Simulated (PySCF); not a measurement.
**C6H10B2: a tour of settings**

Aim: see how C6H10B2 (`CCC1=CBC=CB1`) answers to the choice of functional, basis, grid and SCF options, and what happens with inputs that are wrong on purpose.

Computed with PySCF 2.14.0, with density-fitted response routines of our own, on a single molecule in the gas phase. Atoms are numbered from 0 throughout.

### Step 1. The molecule as given

18 atoms, charge 0, multiplicity 1; geometry from: GFN2-xTB.

Bonds of the start (Å): C0–C1 1.53, C1–C2 1.50, C2–C3 1.35, C3–B4 1.54, B4–C5 1.55, C5–C6 1.35, C6–B7 1.55, B7–C2 1.56, C0–H8 1.09, C0–H9 1.09, C0–H10 1.09, C1–H11 1.09, C1–H12 1.09, C3–H13 1.09, B4–H14 1.17, C5–H15 1.09, C6–H16 1.09, B7–H17 1.17.

### Step 2. Nuclear shieldings: PBE0/pcSseg-1

Job settings and geometry (Å):

```
{"job": {"kind": "nmr", "xc": "PBE0", "basis": "pcSseg-1", "pop": false, "scf": {"conv": 1e-07}}, "charge": 0, "multiplicity": 1}
C     -2.337955     0.198347     1.039242
C     -1.785386     0.226999    -0.386150
C     -0.293847     0.033166    -0.384383
C      0.277530    -1.004603    -1.036755
B      1.778706    -1.325113    -0.879429
C      2.677236    -0.296608    -0.137581
C      2.123799     0.747100     0.511482
B      0.642508     1.108860     0.247190
H     -1.864301     0.968941     1.643894
H     -2.140384    -0.767346     1.500634
H     -3.412702     0.367150     1.037219
H     -2.012228     1.199256    -0.833340
H     -2.277936    -0.544371    -0.984604
H     -0.376117    -1.680121    -1.585485
H      2.196217    -2.383440    -1.167175
H      3.748786    -0.456469    -0.047465
H      2.764308     1.392919     1.107272
H      0.283004     2.221652     0.343780
```

With the program's defaults for keys left out, this is: GIAO PBE0/pcSseg-1 NMR shielding, non-relativistic, gas phase.

On the command line:

```console
> OMP_NUM_THREADS=1 python probes_run.py task.json out
```

This one command runs all jobs of the session in turn.

The log of the run:

```text
final grid: 143384 points
cycle   1  E = -283.8604995275  dE =  8.801e-01  |g| = 4.044e-01  |ddm| = 3.717e+00
cycle   2  E = -283.8619706046  dE = -1.471e-03  |g| = 4.148e-01  |ddm| = 8.035e-01
cycle   3  E = -283.9084770699  dE = -4.651e-02  |g| = 4.034e-02  |ddm| = 4.302e-01
cycle   4  E = -283.9085132268  dE = -3.616e-05  |g| = 3.867e-02  |ddm| = 6.957e-02
cycle   5  E = -283.9089233269  dE = -4.101e-04  |g| = 8.583e-03  |ddm| = 3.984e-02
cycle   6  E = -283.9089437716  dE = -2.044e-05  |g| = 1.822e-03  |ddm| = 9.406e-03
cycle   7  E = -283.9089445968  dE = -8.252e-07  |g| = 3.357e-04  |ddm| = 1.831e-03
cycle   8  E = -283.9089446242  dE = -2.736e-08  |g| = 1.268e-04  |ddm| = 4.760e-04
converged SCF energy = -283.9089446242

GIAO shielding tensors (ppm)
atom      isotropic    diamagn.    paramagn.     s11        s22        s33       span
  0 C      170.973     247.793     -76.821    161.815    167.285    183.819     22.004
  1 C      143.472     246.685    -103.213    122.590    140.729    167.097     44.507
  2 C       -9.205     261.075    -270.280   -125.761    -55.157    153.303    279.064
  3 C       26.385     254.615    -228.230    -82.548     20.353    141.351    223.898
  4 B       37.833     192.899    -155.066    -11.677     -0.734    125.909    137.586
  5 C       16.336     257.138    -240.801   -104.864     -9.396    163.269    268.133
  6 C       12.873     257.480    -244.607   -115.027     -5.612    159.258    274.284
  7 B       31.081     192.965    -161.884    -28.234     -1.537    123.012    151.246
  8 H       30.601      30.489       0.112     26.755     29.149     35.900      9.145
  9 H       30.793      30.395       0.399     27.208     28.990     36.183      8.976
 10 H       30.354      27.803       2.551     26.420     27.545     37.097     10.677
 11 H       29.089      30.444      -1.355     25.958     27.160     34.149      8.191
 12 H       29.606      31.721      -2.115     26.513     28.552     33.754      7.241
 13 H       24.626      33.236      -8.610     19.171     25.922     28.787      9.616
 14 H       25.353      30.204      -4.851     20.441     27.182     28.437      7.996
 15 H       24.172      29.353      -5.180     19.479     25.259     27.779      8.300
 16 H       23.988      30.046      -6.058     18.505     25.605     27.855      9.350
 17 H       24.893      31.181      -6.288     18.037     27.591     29.051     11.014
```

Wall time 34 s (1 thread of Intel Xeon at 2.70GHz, shared host); peak memory 0.87 GiB.

Shifts follow as δ = σ(reference) − σ, with reference shieldings (ppm) from runs at the same level and on the same kind of geometry: 1H TMS 31.72, 13C TMS 186.9, 11B BF3·OEt2 100.1. The references are single molecules in the gas phase. Atoms listed in one row are averaged.

```tsv
atoms	environment	σ (ppm)	δ (ppm)	δ scaled to CDCl3
C2	fully substituted alkene carbon	-9.2	196.1	189.5
C6	alkene CH	12.9	174.1	168.0
C5	alkene CH	16.3	170.6	164.6
C3	alkene CH	26.4	160.5	154.8
C1	allylic sp3 CH2	143.5	43.5	40.5
C0	methyl carbon	171.0	16.0	13.7
H16	hydrogen on an alkene CH	23.99	7.73	7.39
H15	hydrogen on an alkene CH	24.17	7.54	7.22
H13	hydrogen on an alkene CH	24.63	7.09	6.79
H17	hydrogen on a boron bonded to 2 C, in a 6-membered ring	24.89	6.82	–
H14	hydrogen on a boron bonded to 2 C, in a 6-membered ring	25.35	6.36	–
H11, H12	hydrogen on an allylic sp3 CH2	29.35	2.37	2.34
H8, H9, H10	hydrogen on a methyl carbon	30.58	1.13	1.17
B7	boron bonded to 2 C, H, in a 6-membered ring	31.1	69.0	–
B4	boron bonded to 2 C, H, in a 6-membered ring	37.8	62.2	–
```

The scaled column applies a straight-line fit of computed shieldings to shifts measured in CDCl3 (root-mean-square error 0.16 ppm for H, 1.9 ppm for C).

Ring of atoms C2, C3, B4, C5, C6, B7: NICS(0) 11.1, NICS(1) 4.1, NICS(1)zz 18.2 ppm (means of both faces).

### Step 3. Nuclear shieldings: PW91/6-311G**

Same as in step 2 but for these lines:

```diff
@@ -1,2 +1,2 @@
-{"job": {"kind": "nmr", "xc": "PBE0", "basis": "pcSseg-1", "pop": false, "scf": {"conv": 1e-07}}, "charge": 0, "multiplicity": 1}
+{"job": {"kind": "nmr", "xc": "PW91", "basis": "6-311G**", "pop": false}, "charge": 0, "multiplicity": 1}
 C     -2.337955     0.198347     1.039242
```

Level: GIAO PW91/6-311G** NMR shielding, non-relativistic, gas phase.

The log of the run:

```text
coarse grid: 14888 points
cycle   1  E = -284.1249448332  dE =  6.237e-01  |g| = 6.435e-01  |ddm| = 3.414e+00
cycle   2  E = -283.9931131804  dE =  1.318e-01  |g| = 9.458e-01  |ddm| = 1.513e+00
cycle   3  E = -284.2447590292  dE = -2.516e-01  |g| = 8.967e-02  |ddm| = 1.016e+00
cycle   4  E = -284.2446349350  dE =  1.241e-04  |g| = 9.301e-02  |ddm| = 1.393e-01
cycle   5  E = -284.2470312933  dE = -2.396e-03  |g| = 3.015e-02  |ddm| = 8.228e-02
cycle   6  E = -284.2472836840  dE = -2.524e-04  |g| = 8.901e-03  |ddm| = 2.740e-02
cycle   7  E = -284.2473015248  dE = -1.784e-05  |g| = 3.433e-03  |ddm| = 8.045e-03
cycle   8  E = -284.2473045367  dE = -3.012e-06  |g| = 1.025e-03  |ddm| = 3.212e-03
final grid: 143384 points
cycle   9  E = -284.2302379903  dE = -4.841e-05  |g| = 1.267e-02  |ddm| = 6.134e-02
cycle  10  E = -284.2301582938  dE =  7.970e-05  |g| = 2.109e-02  |ddm| = 2.860e-02
cycle  11  E = -284.2302718840  dE = -1.136e-04  |g| = 5.659e-03  |ddm| = 1.980e-02
cycle  12  E = -284.2302807214  dE = -8.837e-06  |g| = 9.179e-04  |ddm| = 4.679e-03
cycle  13  E = -284.2302808519  dE = -1.305e-07  |g| = 5.986e-04  |ddm| = 9.752e-04
cycle  14  E = -284.2302809550  dE = -1.031e-07  |g| = 1.374e-04  |ddm| = 4.833e-04
cycle  15  E = -284.2302809606  dE = -5.594e-09  |g| = 2.832e-05  |ddm| = 1.302e-04
cycle  16  E = -284.2302809608  dE = -2.073e-10  |g| = 5.603e-06  |ddm| = 2.771e-05
converged SCF energy = -284.2302809608

GIAO shielding tensors (ppm)
atom      isotropic    diamagn.    paramagn.     s11        s22        s33       span
  0 C      169.908     246.256     -76.348    160.344    166.173    183.207     22.863
  1 C      138.539     245.496    -106.957    115.668    136.487    163.462     47.794
  2 C      -12.068     255.176    -267.244   -119.817    -62.606    146.220    266.037
  3 C       24.871     251.970    -227.099    -78.966     19.321    134.258    213.224
  4 B       37.070     194.361    -157.291    -14.406     -0.135    125.752    140.158
  5 C       15.340     252.165    -236.825    -98.935    -11.897    156.852    255.787
  6 C       11.745     253.165    -241.420   -111.146     -6.659    153.038    264.184
  7 B       29.355     195.404    -166.049    -35.076      0.339    122.802    157.878
  8 H       30.850      30.379       0.471     27.364     29.548     35.638      8.273
  9 H       31.100      30.183       0.917     27.828     29.436     36.037      8.209
 10 H       30.638      28.835       1.803     26.983     28.231     36.699      9.715
 11 H       29.278      30.683      -1.405     26.389     27.599     33.847      7.458
 12 H       29.826      31.635      -1.809     27.160     28.893     33.424      6.264
 13 H       24.867      32.594      -7.727     18.729     26.885     28.988     10.259
 14 H       25.508      30.791      -5.282     19.744     27.501     29.280      9.535
 15 H       24.443      29.174      -4.731     19.089     25.913     28.327      9.238
 16 H       24.256      29.876      -5.619     18.057     26.236     28.476     10.419
 17 H       24.863      31.821      -6.958     17.047     27.972     29.569     12.522
```

Run time: 60 s. Hardware: 1 thread of Intel Xeon at 2.70GHz, shared host; peak memory 0.82 GiB.

Key values: δ C2 197.7, C6 173.8, C5 170.3, C3 160.7, H16 7.79, H15 7.60 ppm.

### Step 4. NMR shieldings: BHandHLYP/IGLO-II

Same as in step 3 but for these lines:

```diff
@@ -1,2 +1,2 @@
-{"job": {"kind": "nmr", "xc": "PW91", "basis": "6-311G**", "pop": false}, "charge": 0, "multiplicity": 1}
+{"job": {"kind": "nmr", "xc": "BHandHLYP", "basis": "IGLO-II", "pop": false, "scf": {"damp": 0.3}}, "charge": 0, "multiplicity": 1}
 C     -2.337955     0.198347     1.039242
```

With the program's defaults for keys left out, this is: GIAO BHandHLYP/IGLO-II NMR shielding, non-relativistic, gas phase.

The log of the run:

```text
damping 0.30 in the first 6 cycles
final grid: 143384 points
cycle   1  E = -284.1665730382  dE =  1.161e+00  |g| = 3.603e-01  |ddm| = 3.253e+00
cycle   2  E = -284.2021764458  dE = -3.560e-02  |g| = 1.341e-01  |ddm| = 3.909e-01
cycle   3  E = -284.2073894934  dE = -5.213e-03  |g| = 5.488e-02  |ddm| = 1.690e-01
cycle   4  E = -284.2082479353  dE = -8.584e-04  |g| = 2.615e-02  |ddm| = 6.493e-02
cycle   5  E = -284.2084194183  dE = -1.715e-04  |g| = 1.491e-02  |ddm| = 3.386e-02
cycle   6  E = -284.2083977278  dE =  2.169e-05  |g| = 1.883e-02  |ddm| = 2.684e-02
cycle   7  E = -284.2082995084  dE =  9.822e-05  |g| = 2.693e-02  |ddm| = 3.403e-02
cycle   8  E = -284.2084918622  dE = -1.924e-04  |g| = 5.270e-04  |ddm| = 1.994e-02
cycle   9  E = -284.2084919407  dE = -7.850e-08  |g| = 2.732e-04  |ddm| = 6.673e-04
cycle  10  E = -284.2084919657  dE = -2.498e-08  |g| = 6.476e-05  |ddm| = 3.147e-04
cycle  11  E = -284.2084919674  dE = -1.738e-09  |g| = 2.804e-05  |ddm| = 6.635e-05
cycle  12  E = -284.2084919680  dE = -6.023e-10  |g| = 4.903e-06  |ddm| = 5.994e-05
converged SCF energy = -284.2084919680

GIAO shielding tensors (ppm)
atom      isotropic    diamagn.    paramagn.     s11        s22        s33       span
  0 C      172.538     242.379     -69.841    162.680    168.446    186.488     23.807
  1 C      147.556     241.026     -93.470    128.306    144.386    169.977     41.672
  2 C       -5.227     253.339    -258.566   -129.891    -44.647    158.858    288.749
  3 C       32.242     252.160    -219.918    -82.823     31.238    148.311    231.133
  4 B       44.373     194.919    -150.546     -0.852      8.758    125.213    126.064
  5 C       21.532     252.862    -231.331   -107.615      2.886    169.324    276.939
  6 C       18.550     252.724    -234.173   -115.493      5.717    165.427    280.920
  7 B       38.782     195.116    -156.334    -12.565      5.886    123.026    135.591
  8 H       31.194      30.621       0.573     27.285     29.901     36.396      9.110
  9 H       31.411      30.386       1.025     27.816     29.731     36.687      8.870
 10 H       30.975      29.161       1.814     27.001     28.329     37.595     10.594
 11 H       29.705      30.728      -1.024     26.525     27.974     34.615      8.090
 12 H       30.084      31.640      -1.556     26.785     29.257     34.210      7.424
 13 H       25.369      32.959      -7.589     20.288     26.182     29.638      9.350
 14 H       26.078      31.260      -5.182     21.900     27.758     28.575      6.675
 15 H       24.897      29.633      -4.736     20.479     25.740     28.471      7.992
 16 H       24.714      30.035      -5.321     19.673     25.997     28.472      8.799
 17 H       25.649      32.244      -6.595     19.736     27.837     29.373      9.637
```

Wall time 57 s (1 thread of Intel Xeon at 2.70GHz, shared host); peak memory 1.1 GiB.

In short: δ C2 194.2, C6 170.5, C5 167.5, C3 156.8, H16 7.62, H15 7.43 ppm.

### Step 5. Shielding tensors: B3LYP/pcSseg-1

Same as in step 4 but for these lines:

```diff
@@ -1,2 +1,2 @@
-{"job": {"kind": "nmr", "xc": "BHandHLYP", "basis": "IGLO-II", "pop": false, "scf": {"damp": 0.3}}, "charge": 0, "multiplicity": 1}
+{"job": {"kind": "nmr", "xc": "B3LYP", "basis": "pcSseg-1", "pop": true, "scf": {"max_cycle": 90}}, "charge": 0, "multiplicity": 5}
 C     -2.337955     0.198347     1.039242
```

Method: B3LYP/pcSseg-1.

The log of the run:

```text
NotImplementedError: this response code serves closed shells only; the SCF ended at -284.01709870 Eh with <S^2> = 6.0130
```

Wall time 2 min (1 thread of Intel Xeon at 2.70GHz, shared host); peak memory 0.85 GiB.

Why it failed: The input makes an open shell, and this response code serves closed shells alone. Cure: restore the closed-shell charge and spin, or use an unrestricted response code.

### Step 6. Excited states and response: PBE0/IGLO-II

Job settings and geometry (Å):

```
{"job": {"kind": "uv", "xc": "PBE0", "basis": "IGLO-II", "nstates": 1, "ntriplets": 2, "tda": false, "scf": {"max_cycle": 54}}, "charge": 0, "multiplicity": 1}
C     -2.408094     0.204297     1.070419
C     -1.838948     0.233809    -0.397734
C     -0.302662     0.034161    -0.395914
C      0.285856    -1.034741    -1.067858
B      1.832067    -1.364866    -0.905812
C      2.757553    -0.305506    -0.141708
C      2.187513     0.769513     0.526826
B      0.661783     1.142126     0.254606
H     -1.920230     0.998009     1.693211
H     -2.204596    -0.790366     1.545653
H     -3.515083     0.378164     1.068336
H     -2.072595     1.235234    -0.858340
H     -2.346274    -0.560702    -1.014142
H     -0.387401    -1.730525    -1.633050
H      2.262104    -2.454943    -1.202190
H      3.861250    -0.470163    -0.048889
H      2.847237     1.434707     1.140490
H      0.291494     2.288302     0.354093
```

Level: TDDFT PBE0/IGLO-II, vertical, gas phase, core orbitals frozen in the response.

The log of the run:

```text
final grid: 143384 points
cycle   1  E = -283.9637250789  dE =  3.784e-01  |g| = 3.600e-01  |ddm| = 3.231e+00
cycle   2  E = -283.9637092775  dE =  1.580e-05  |g| = 3.695e-01  |ddm| = 6.272e-01
cycle   3  E = -284.0001802417  dE = -3.647e-02  |g| = 5.526e-02  |ddm| = 3.432e-01
cycle   4  E = -284.0000398335  dE =  1.404e-04  |g| = 5.922e-02  |ddm| = 8.084e-02
cycle   5  E = -284.0010327224  dE = -9.929e-04  |g| = 6.788e-03  |ddm| = 4.634e-02
cycle   6  E = -284.0010449427  dE = -1.222e-05  |g| = 2.281e-03  |ddm| = 8.078e-03
cycle   7  E = -284.0010460913  dE = -1.149e-06  |g| = 9.625e-04  |ddm| = 2.290e-03
cycle   8  E = -284.0010463161  dE = -2.247e-07  |g| = 2.086e-04  |ddm| = 8.069e-04
cycle   9  E = -284.0010463272  dE = -1.112e-08  |g| = 6.660e-05  |ddm| = 2.161e-04
cycle  10  E = -284.0010463283  dE = -1.141e-09  |g| = 1.880e-05  |ddm| = 7.220e-05
cycle  11  E = -284.0010463284  dE = -1.098e-10  |g| = 5.580e-06  |ddm| = 2.341e-05
converged SCF energy = -284.0010463284

Static polarisability (au): isotropic 97.407, principal 62.584 100.284 129.353

Singlet excitations
state   eV       nm        f      main configurations
  1   2.6036    476.2   0.00193   H->L 0.97

Triplet excitations (Tamm-Dancoff, eV): 1.8193 2.9601
```

Run time: 52 s. Hardware: 1 thread of Intel Xeon at 2.70GHz, shared host; peak memory 1 GiB.

All coordinates were scaled by 1.03, so these values belong to a distorted geometry and are kept out of the summary. Its HOMO lies at -7.13 eV, against -7.23 eV in step 2 (PBE0/pcSseg-1), a different level, so the two don't compare directly.

### Step 7. Side by side: NMR shifts

Shifts (ppm) of some atoms, chosen among heavy atoms and hydrogens apart, with basis size and wall time:

```tsv
run	C2	C6	C5	C3	C1	H17	H14	functions	time
PBE0/pcSseg-1	196.1	174.1	170.6	160.5	43.5	6.82	6.36	186	34 s
PW91/6-311G**	197.7	173.8	170.3	160.7	47.1	7.18	6.54	204	60 s
BHandHLYP/IGLO-II	194.2	170.5	167.5	156.8	41.5	6.68	6.25	236	57 s
```

### Step 8. What came out

| quantity | value |
| --- | --- |
| 13C shifts against TMS (PBE0/pcSseg-1) | 196.1, 174.1, 170.6, 160.5, 43.5, 16.0 ppm |
| 1H shifts against TMS (PBE0/pcSseg-1, means over atoms taken as alike) | 7.73, 7.54, 7.09, 6.82, 6.36, 2.37, 1.13 ppm |
| 11B shifts against BF3·OEt2 (PBE0/pcSseg-1) | 69.0, 62.2 ppm |
| range of the shift of C1 | 41.5 to 47.1 ppm |
| property runs in this session | 5, of which 1 failed and 1 gave unsound results |

Single values in the summary come from the first run of each kind that ended normally (PBE0/pcSseg-1), which need not be the best level. Among the atoms with a shift in every run: In ppm, C1 moves most: its shift spreads over 5.6 ppm, from 41.5 (BHandHLYP/IGLO-II) to 47.1 (PW91/6-311G**).
